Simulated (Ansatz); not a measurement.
Runs of Ansatz 0.2.0 on WAu. It takes space group F-43m (No. 216, cubic). Conventional cell: a = 5.496 Å, b = 5.496 Å, c = 5.496 Å, α = 90.00°, β = 90.00°, γ = 90.00°. W (site symmetry -43m) is surrounded by 4 Au at 2.38 Å. Au (site symmetry -43m) is surrounded by 4 W at 2.38 Å. The cell was built by a generator and needn't be a form met in nature.

```tsv
task	level	cell	k mesh	cutoff (eV)	smearing	mesh quality	gap on the mesh (eV)	pressure (GPa)	relaxed volume (Å³/atom)
single point	PBEsol0	as given	4 × 4 × 4	420	fermi-dirac 0.05 eV	coarse	none	-	-
single point	PBE	as given	8 × 8 × 8	420	gaussian 0.022 eV	not flagged	none	32.7	-
single point	PBE	as given	8 × 8 × 8	420	gaussian 0.018 eV	not flagged	none	32.7	-
single point	r2SCANh	as given	4 × 4 × 4	500	fermi-dirac 0.05 eV	coarse	none	-	-
single point	PBE	as given	8 × 8 × 8	420	gaussian 0.026 eV	not flagged	none	32.7	-
relaxation of cell and atoms	PBE0	relaxed	4 × 4 × 4	420	fermi-dirac 0.05 eV	coarse	none	-	23.90
relaxation of cell and atoms	revPBE	relaxed	8 × 8 × 8	420	fermi-dirac 0.05 eV	not flagged	none	0.0	24.95
relaxation of cell and atoms	revPBE+D3(BJ)	relaxed	8 × 8 × 8	420	fermi-dirac 0.05 eV	not flagged	none	0.0	(a)
single point	HF	as given	4 × 4 × 4	420	fermi-dirac 0.05 eV	coarse	none	-	-
relaxation of cell and atoms	PBE+D3(BJ)	relaxed	8 × 8 × 8	420	fermi-dirac 0.05 eV	not flagged	none	0.0	23.94
single point	PBE	as given	8 × 8 × 8	420	gaussian 0.012 eV	not flagged	none	32.7	-
single point	PBE	as given	8 × 8 × 8	420	gaussian 0.017 eV	not flagged	none	32.7	-
```

Alike in all rows: potentials or basis Ansatz PAW; no spin polarisation.

**Question.** Fill in the values left out.

**Answer.** (a) 23.68.

Caveats: some runs use coarse meshes; the PAW data sets come from PBE, with cores solved anew for the run's functional, which leaves a small shift of forces and pressure (some runs); a pressure of tens of GPa on the cell as given is suspect, and the run, the potentials or the cell itself is likely at fault (some runs); the plane-wave basis is chosen anew once the cell has moved, so the energies of steps on either side of that aren't comparable (some runs); the volume moved by over 15 % at a fixed basis, so the end points are rough (some runs); the potentials were made for another functional, which shifts forces and pressure (some runs); pairwise dispersion overbinds metals, which lowers pressure and volume (some runs).

A k mesh can miss the band edges, and the runs leave out spin-orbit coupling on Au, W.

A gap of «none» marks a metal or a gap under the smearing width.

Not every run made on this cell is shown here.
